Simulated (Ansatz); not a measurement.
# AlGa (singlet): wave-function methods side by side at distance Al1–Ga2 = 3.018 Å, cc-pVDZ

An exercise on one series of results from a longer session: the logs are not shown, and one member is left open.

Method: cc-pVDZ, core rule «outside noble gas», up to 19 orbitals frozen; program: Ansatz 0.2.0, Gaussian basis.

The runs, in order: UHF; CCSD(T) on RHF; CCSD(T) on UHF; BCCD(T) on RHF; CISD; CCSDT(Q) on RHF; CCSDT(Q) on UHF; CCSDTQ on RHF; CASSCF and MRCISD+Q, 2 electrons in 2 orbitals; CASSCF and NEVPT2, 2 electrons in 2 orbitals; CASSCF and MRCISD+Q, 6 electrons in 8 orbitals; CASSCF and NEVPT2, 6 electrons in 8 orbitals; Full CI.

34 further runs of the same task are left out: 5 for a known fault of the program, 1 for a mislabelled method, 21 that didn't finish, 7 set aside as unsound or not needed.

### The geometry

The geometry derives from a PBE0/def2-TZVP stationary point (not a proven minimum). One bond is set to the value named and the two fragments are kept rigid. No spin-orbit coupling is included. The filled d shell of Ga may be among the frozen orbitals whatever the setting's name suggests; the logs give the count.

2 atoms, charge 0, spin multiplicity 1.

Atoms are counted from 1 here; the program's logs count them from 0.

No contacts short enough for the rule that draws bonds.

Set-up of the first run:

Contents of in.yaml:

```yaml
crystal:
  periodic: [false, false, false]
  atoms:
    - {symbol: Al, position_ang: [0.000000, 0.000000, 0.000000]}
    - {symbol: Ga, position_ang: [0.000000, 0.000000, 3.018500]}
basis:
  gaussian: {orbitals: cc-pVDZ}
magnetization: {spin_polarized: true, initial_magnetization: 0}
hamiltonian: {xc: hf}
output: {orbitals: {seedname: orbitals}}
```

Run with:

```
$ ansatz run in.yaml --threads 1 --pin off --events-out ev --progress --plain --max-ram 2393MiB
```

Among the steps run: UHF; CCSD(T) on RHF; CCSD(T) on UHF; BCCD(T) on RHF; CISD; CCSDT(Q) on RHF; CCSDT(Q) on UHF; CCSDTQ on RHF; CASSCF and MRCISD+Q, 2 electrons in 2 orbitals; CASSCF and NEVPT2, 2 electrons in 2 orbitals; CASSCF and MRCISD+Q, 6 electrons in 8 orbitals; CASSCF and NEVPT2, 6 electrons in 8 orbitals; Full CI.

One of the session's tables, all rows but one given; the rest of the session is left out.

| method | from FCI (kcal/mol) |
| --- | --- |
| RHF | +75.75 |
| RMP2 | +24.92 |
| CISD | +8.91 |
| RCCSD | ? |
| RCCSD(T) | +1.24 |
| BCCD(T) | +1.24 |
| RCCSDT | +0.44 |
| RCCSDT(Q) | +0.16 |
| RCCSDTQ | +0.02 |
| FCI | 0 |

Q: Estimate the row for RCCSD from the others.

The run gave: from FCI (kcal/mol): +3.35. In the column «from FCI (kcal/mol)» it lies between BCCD(T) (+1.24) and CISD (+8.91).

Left out of the table: CASSCF pair, NEVPT2 pair, MRCISD pair, MRCISD+Q pair, CASSCF valence, NEVPT2 valence, MRCISD valence, MRCISD+Q valence (the active space lost an orbital or holds another state than full CI finds).

To keep in mind: Left out of the table: UHF, UMP2, UCCSD, UCCSD(T), UCCSDT, UCCSDT(Q) (another determinant or state than the rows shown). Warnings in the runs' records: passed over end.
